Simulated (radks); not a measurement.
# Sb⁺ in [Kr] 4d10 5s2 5p2: an all-electron calculation

An exercise on one series of results from a longer session: the logs are not shown, and one member is left open.

Method: Dirac Kohn-Sham, AM05, spin-unpolarised, spherical densities, finite nucleus; open shells fill j = l - 1/2 first. Code: radks (a radial shooting solver on a logarithmic mesh, Libxc functionals) version 1.

### Starting point

* element: antimony (Z = 51)
* charge: +1
* electrons: 50
* configuration: [Kr] 4d10 5s2 5p2
* nuclear rms radius: 4.6802 fm

The first run:

Settings of this run:

```text
Z 51
configuration [Kr] 4d10 5s2 5p2 6s0 4f0 5d0 6p0
relativity Dirac
functional am05,am05
spin unpolarised
j_filling energy
nucleus finite rms 4.6802 fm
c 137.035999084
```

Among the steps run: Self-consistent calculation.

One of the session's tables, all rows but one given; the rest of the session is left out.

It belongs to the step «Shells». Sizes of the orbitals, from the radial functions (bohr):

| level | <r> | outermost maximum (interpolated) | 90 % within | nodes |
| --- | --- | --- | --- | --- |
| 1s1/2 | 0.02844 | 0.0184 | 0.0511 | 0 |
| 2s1/2 | 0.1223 | 0.104 | 0.190 | 1 |
| 2p1/2 | 0.1033 | 0.0799 | 0.169 | 0 |
| 2p3/2 | 0.1088 | 0.0845 | 0.177 | 0 |
| 3s1/2 | 0.3307 | 0.300 | 0.487 | 2 |
| 3p1/2 | ? | ? | ? | ? |
| 3p3/2 | 0.3325 | 0.297 | 0.499 | 1 |
| 3d3/2 | 0.3035 | 0.242 | 0.478 | 0 |
| 3d5/2 | 0.3071 | 0.245 | 0.483 | 0 |
| 4s1/2 | 0.7910 | 0.723 | 1.14 | 3 |
| 4p1/2 | 0.8325 | 0.746 | 1.22 | 2 |
| 4p3/2 | 0.8619 | 0.770 | 1.27 | 2 |
| 4d3/2 | 1.022 | 0.842 | 1.58 | 1 |
| 4d5/2 | 1.035 | 0.851 | 1.60 | 1 |
| 5s1/2 | 2.159 | 1.87 | 3.16 | 4 |
| 5p1/2 | 2.600 | 2.19 | 3.87 | 3 |
| 5p3/2 | 2.703 | 2.28 | 4.02 | 3 |

**Question.** Estimate the row for 3p1/2.

The run gave: <r>: 0.3211; outermost maximum (interpolated): 0.287; 90 % within: 0.483; nodes: 1. In the column «<r>» it lies between 3d5/2 (0.3071) and 3s1/2 (0.3307).

Limits of these values: Spin polarisation and multiplet splitting are left out.
